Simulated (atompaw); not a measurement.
# Pseudopotential generation for Ga: PAW (atompaw), PBE

Task: generate the file, and judge it by its logarithmic derivatives, its ghosts and its cutoff.

The numbers are computed with atompaw 4.2.0.5 (PBE, scalar-relativistic, spin-unpolarised reference atom).

## 1. The atom and the settings

Typed settings, in words:

```
element                 : gallium (Ga, Z = 31)
type                    : PAW
frozen core             : [Ne] 3s2
valence charge          : 19
reference configuration : 3p6 3d10 4s2 4p1
partial waves           : 4s (bound): rc 2.20 bohr; 4s channel at 0.05 Ry: rc 2.20 bohr; 3p (bound): rc 0.80 bohr; 4p (bound): rc 2.20 bohr; 3d (bound): rc 1.55 bohr; 3d channel at -0.15 Ry: rc 1.55 bohr
local potential         : troulliermartins scheme with l = 3 at 0 Ry, radius 1.65 bohr
core correction         : smooth core density matched at 1.55 bohr
augmentation charge     : sinc compensation charge, radius 1.85 bohr; PAW radius 2.20 bohr; waves and projectors: custom rrkj gramschmidtortho
```

The nodes and maxima of the atom's own shells, from an earlier all-electron run, set the scale for the radii.

All-electron outer shells of the reference configuration (PBE, scalar-relativistic, ld1.x):

| shell | level (eV) | outermost node (bohr) | outermost maximum (bohr) |
| --- | --- | --- | --- |
| 2p | -1098.84 | – | 0.15 |
| 3s | -148.13 | 0.27 | 0.56 |
| 3p | -98.86 | 0.24 | 0.56 |
| 3d | -19.15 | – | 0.53 |
| 4s | -8.95 | 0.81 | 1.90 |
| 4p | -2.58 | 0.87 | 2.53 |

## 2. The generation run

Ga.input reads:

```
Ga 31
GGA-PBE scalarrelativistic loggrid 1500 logderivrange -9 5 351
4 4 3 0 0 0
4 1 1
0 0 0
c
c
c
v
c
v
v
v
2
2.20 1.85 1.65 1.55
y
0.05
n
n
y
-0.15
n
custom rrkj gramschmidtortho sinc
3 0 troulliermartins
2.20
2.20
0.80
2.20
1.55
1.55
PWSCFOUT
UPFDX 0.0125d0 UPFXMIN -7.d0 UPFZMESH 31.d0
END
```

Command:

```sh
$ atompaw < Ga.input > Ga.log
```

Before running it: what results should come out? Wanted: cutoffs for 10 and 1 mRy, occupied levels; bound ghosts; largest phase difference near zero energy, channels read; lowest eigenvalue of the overlap; share of valence orbitals outside the PAW sphere; UPF file.

**Answer**, as computed:

```
                                                quantity                             value
               cutoffs for 10 and 1 mRy, occupied levels                 140 Ry and 230 Ry
                                            bound ghosts                        none found
largest phase difference near zero energy, channels read                         0.010 rad
         lowest eigenvalue of the overlap (Bessel basis)                         0.224 (d)
        share of valence orbitals outside the PAW sphere  4s 49 %, 3p 0 %, 4p 78 %, 3d 1 %
                                                UPF file                           written
```

In words: It counts as very hard, with 140 Ry needed at the looser tolerance. The slowest occupied level is 3p: taken alone it needs 180 Ry to come within 1 mRy, against 45 Ry for 3d. No bound ghost shows below the valence levels. Near zero energy the phases of the channels with partial waves agree within 0.010 rad. All of this concerns the isolated atom, not yet a solid.
